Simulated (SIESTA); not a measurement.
Crystal: Al3Ni5.

```
Ni Al
1.0
     3.27785   -3.70047    0.00000
     3.27785    3.70047    0.00000
     0.00000    0.00000    3.72527
Ni Al
5 3
Cartesian
  4.7470 0.0000 1.8626
  1.8087 0.0000 1.8626
  1.6389 -1.8502 0.0000
  1.6389 1.8502 0.0000
  0.0000 0.0000 0.0000
  3.2778 2.0629 1.8626
  3.2778 -2.0629 1.8626
  3.2778 0.0000 0.0000
```

The cell comes from a database or a generator and needn't be the stable form of this composition.

| Quantity | Value |
| --- | --- |
| Program | SIESTA 5.4.2 |
| Task | single point |
| Functional | PBEsol |
| Potentials or basis | PseudoDojo 0.4 standard (PBEsol files) |
| Basis | DZP (energy shift 0.003 Ry; two zetas on semicore shells) |
| Grid cutoff | 800 Ry |
| Energy shift | 0.003 Ry |
| k mesh | 6 × 6 × 7 |
| Occupations | fermi-dirac, width 0.05 eV |
| Spin | collinear spin, ferromagnetic start |
| Starting moments | [1.0, 1.0, 1.0, 1.0, 1.0, 0.0, 0.0, 0.0] μB |

On this cell: pressure -0.4 GPa; largest force 0.099 eV/Å; net moment 0.00 μB per cell; band gap on the k mesh none (metal or under the smearing width).

The same run follows on a disturbed copy (atoms moved at random, drawn with an rms of 0.05 Å):

```xyz
8
Lattice="3.2778 -3.7005 0.0000 3.2778 3.7005 0.0000 0.0000 0.0000 3.7253" Properties=species:S:1:pos:R:3 pbc="T T T"
Ni    4.7869    0.0088    1.8694
Ni    1.7880   -0.0273    1.8723
Ni    1.6585   -1.8963   -0.0038
Ni    1.6608    1.8086    0.0302
Ni    0.0350    0.0000    0.0219
Al    3.2790    2.1028    1.8922
Al    3.2725   -2.0496    1.8341
Al    3.2787   -0.0053    0.0030
```

Problem. What changes?

Solution. The energy (extrapolated to zero smearing) moves by +7.6 meV/atom; pressure 0.0 GPa; largest force 0.522 eV/Å; net moment 0.00 μB per cell; band gap on the k mesh none (metal or under the smearing width).

Forces on the atoms (eV/Å):
```
Ni  -0.396 -0.132  0.025
Ni   0.348  0.242  0.030
Ni  -0.162  0.351  0.020
Ni  -0.026  0.436 -0.215
Ni  -0.127 -0.201 -0.166
Al  -0.001 -0.495 -0.168
Al   0.250 -0.091  0.436
Al   0.115 -0.109  0.039
```

Stress tensor (GPa, compression positive):
```
 0.16  0.16  0.06
 0.16  0.46 -0.02
 0.06 -0.02 -0.49
```

Caveats: short orbitals over semicore shells can move pressures by several GPa; the basis of atomic orbitals isn't converged, which shifts pressures, moduli and gaps.
